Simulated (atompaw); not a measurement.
# A PAW (atompaw) potential for Nb, from input to tests

Do these settings give a usable potential? It is generated, then checked for scattering, ghosts and hardness.

The numbers are computed with atompaw 4.2.0.5 (LDA (PW92), scalar-relativistic, spin-unpolarised reference atom).

### Step 1. The atom and the settings

The settings as typed:

| Quantity | Value |
| --- | --- |
| element | niobium (Nb, Z = 41) |
| type | PAW |
| frozen core | [Kr] |
| valence charge | 5 |
| reference configuration | 4d4 5s1 5p0 |
| partial waves | 5s (bound): rc 3.00 bohr; 5s channel at 4.1 Ry: rc 3.00 bohr; 5p (bound, empty): rc 3.00 bohr; 5p channel at 1.3 Ry: rc 3.00 bohr; 4d (bound): rc 3.00 bohr; 4d channel at 0.8 Ry: rc 1.65 bohr |
| local potential | troulliermartins scheme with l = 3 at 0 Ry, radius 2.25 bohr |
| core correction | smooth core density matched at 1.80 bohr |
| augmentation charge | sinc compensation charge, radius 2.65 bohr; PAW radius 3.00 bohr; waves and projectors: custom rrkj gramschmidtortho |

The nodes and maxima of the atom's own shells, from an earlier all-electron run, set the scale for the radii.

All-electron outer shells of the reference configuration (LDA (PW92), scalar-relativistic, ld1.x):

```csv
shell,level (eV),outermost node (bohr),outermost maximum (bohr)
4s,-58.46,0.53,1.02
4p,-34.61,0.54,1.12
5s,-4.19,1.40,3.04
4d,-3.21,0.55,1.51
5p,-1.22,1.62,4.21
```

### Step 2. Generation

File Nb.input:

```
Nb 41
LDA-PW scalarrelativistic loggrid 1500 logderivrange -2 5 176
5 5 4 0 0 0
5 0 1
5 1 0
4 2 4
0 0 0
c
c
c
c
v
c
c
c
v
c
v
2
3.00 2.65 2.25 1.80
y
4.1
n
y
1.3
n
y
0.8
n
custom rrkj gramschmidtortho sinc
3 0 troulliermartins
3.00
3.00
3.00
3.00
3.00
1.65
PWSCFOUT
UPFDX 0.0125d0 UPFXMIN -7.d0 UPFZMESH 41.d0
END
```

The run is started by

```bash
$ atompaw < Nb.input > Nb.log
```

**Question.** What will these runs give? Wanted: cutoffs for 10 and 1 mRy, occupied levels; bound ghosts; largest phase difference near zero energy, channels read; lowest eigenvalue of the overlap; share of valence orbitals outside the PAW sphere; UPF file.

**Answer**, as computed:

| quantity | value |
| --- | --- |
| cutoffs for 10 and 1 mRy, occupied levels | 10 Ry and 12 Ry |
| bound ghosts | s at -80.59 eV, p at -20.17 eV |
| largest phase difference near zero energy, channels read | 0.003 rad |
| lowest eigenvalue of the overlap (Bessel basis) | 0.249 (s) |
| share of valence orbitals outside the PAW sphere | 5s 65 %, 5p 89 %, 4d 19 % |
| UPF file | written |

**Reading.** It has a bound ghost (s, p), a state that the atom doesn't have, and that rules the file out. It counts as soft on the atom at that tolerance, with 10 Ry needed at the looser tolerance. The slowest occupied level is 4d: taken alone it needs 10 Ry to come within 1 mRy, against 6 Ry or less for 5s. Near zero energy the phases of the channels with partial waves agree within 0.003 rad. The pseudo curves have a pole with no partner nearby in the atom's: p at -1.46 Ry.
